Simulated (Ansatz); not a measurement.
# CHClSi2 (SMILES Cl[Si]1=[Si]=C1): one structure at several levels

An exercise on one series of results from a longer session: the logs are not shown, and one member is left open.

Method: single points in def2-TZVPP; program: Ansatz 0.2.0, Gaussian basis.

Cores are frozen in the correlated methods.

### Where the work starts

5 atoms, charge 0, spin multiplicity 1.

Atoms are counted from 1 here; the program's logs count them from 0.

Bond lengths: Cl1–Si2 2.066 Å, Si2–Si3 2.376 Å, Si2–C4 1.845 Å, Si3–C4 1.824 Å, C4–H5 1.054 Å. Angles: Cl1–Si2–Si3 166.2°, Cl1–Si2–C4 117.0°, Si3–Si2–C4 49.3°, Si2–Si3–C4 50.0°, Si2–C4–Si3 80.7°, Si2–C4–H5 140.0°, Si3–C4–H5 139.3°.

Geometry (Å):

```
atom    x (Å)    y (Å)    z (Å)
 Cl1  -1.9686  -1.4941   0.7988
 Si2  -0.9897  -0.0594  -0.3201
 Si3   0.5764   1.4515  -1.2728
  C4   0.7968   0.2156   0.0506
  H5   1.5515  -0.1388   0.6946
```

Set-up of the first run:

run/in.yaml reads:

```yaml
crystal:
  periodic: [false, false, false]
  atoms:
    - {symbol: Cl, position_ang: [-1.968600, -1.494100, 0.798800]}
    - {symbol: Si, position_ang: [-0.989700, -0.059400, -0.320100]}
    - {symbol: Si, position_ang: [0.576400, 1.451500, -1.272800]}
    - {symbol: C, position_ang: [0.796800, 0.215600, 0.050600]}
    - {symbol: H, position_ang: [1.551500, -0.138800, 0.694600]}
basis:
  gaussian: {orbitals: def2-TZVPP}
correlation: {method: ccsd_t}
output: {forces: true}
```

The command line of these runs was not kept.

Steps of the session up to this table: CCSD(T)/def2-TZVPP; PBE0-D4/def2-TZVPP; wB97M-V/def2-TZVPP; r2SCAN-D4/def2-TZVPP; PBE-D4/def2-TZVPP; LC-wPBE/def2-TZVPP; r2SCANh-D4/def2-TZVPP.

One table of the session follows, with a row left open; its other results are not shown here.

| method | RMS force component (eV/Å) | angle to CCSD(T) forces (°) | dipole (D) |
| --- | --- | --- | --- |
| CCSD(T) | 0.920 | reference | 0.96 |
| PBE0-D4 | 1.058 | 6.2 | 0.97 |
| wB97M-V | ? | ? | ? |
| r2SCAN-D4 | 1.022 | 5.6 | 0.85 |
| PBE-D4 | 0.954 | 7.4 | 0.86 |
| LC-wPBE | 1.267 | 13.5 | 1.04 |
| r2SCANh-D4 | 1.052 | 6.8 | 0.89 |

Q: Estimate the row for wB97M-V from the others.

The run gave: RMS force component (eV/Å): 1.075; angle to CCSD(T) forces (°): 9.3; dipole (D): 1.25. In the column «RMS force component (eV/Å)» it lies between PBE0-D4 (1.058) and LC-wPBE (1.267).
